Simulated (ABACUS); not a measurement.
The system is Ta4NiO11.

```
Ta Ni O
1.0
     1.95495  -14.82973    0.00000
     1.95495   14.82973    0.00000
     0.00000    0.00000    3.88590
Ta Ni O
4 1 11
Direct
  0.20437 0.79563 0.00000
  0.92451 0.07549 0.00000
  0.07549 0.92451 0.00000
  0.79563 0.20437 0.00000
  0.50000 0.50000 0.00000
  0.13987 0.86013 0.00000
  0.72107 0.27893 0.00000
  0.43645 0.56355 0.00000
  0.56355 0.43645 0.00000
  0.00000 0.00000 0.00000
  0.86013 0.13987 0.00000
  0.27893 0.72107 0.00000
  0.92790 0.07210 0.50000
  0.07210 0.92790 0.50000
  0.79436 0.20564 0.50000
  0.20564 0.79436 0.50000
```

The cell was built by a generator and needn't be a form met in nature.

Base run:

* Program: ABACUS 3.10.1
* Functional: PBE
* Potentials or basis: PseudoDojo NC SR 0.4.1 PBE standard
* Cutoff: 1361 eV
* Density cutoff: 5442 eV
* Basis: TZDP LCAO (the cutoffs set its grid)
* k mesh: 5 × 5 × 5
* Occupations: fermi-dirac, width 0.05 eV
* Spin: collinear spin, ferromagnetic start
* Starting moments: [0.0, 0.0, 0.0, 0.0, 1.0, 0.0, 0.0, 0.0, 0.0, 0.0, 0.0, 0.0, 0.0, 0.0, 0.0, 0.0] μB

Its results: band gap on the k mesh none (metal or under the smearing width); pressure -0.4 GPa; net moment 0.41 μB per cell; site moments Ta +0.00, -0.01; Ni +0.35; O -0.00, +0.00, +0.08 μB; largest force 0.072 eV/Å.

Task: The run is repeated on the same cell with these changes: basis from TZDP LCAO (the cutoffs set its grid) to DZP LCAO (the cutoffs set its grid); k mesh from 5 × 5 × 5 to 7 × 7 × 7. What comes out?

Result: Band gap on the k mesh none (metal or under the smearing width); pressure 1.2 GPa; net moment 0.86 μB per cell; site moments Ta +0.00, -0.00; Ni +0.74; O -0.00, +0.01, +0.09, +0.00 μB; largest force 0.177 eV/Å.

Several settings changed at once, so the effect can't be laid on one alone.

Caveats: the atomic orbitals were generated for these runs and aren't a published set; the basis of atomic orbitals isn't converged, which shifts pressures, moduli and gaps; a cell with one magnetic atom can't hold antiferromagnetic order, which such compounds often take; semilocal functionals often make such compounds metallic where correlation or magnetic order opens a gap, which also shifts bond lengths.
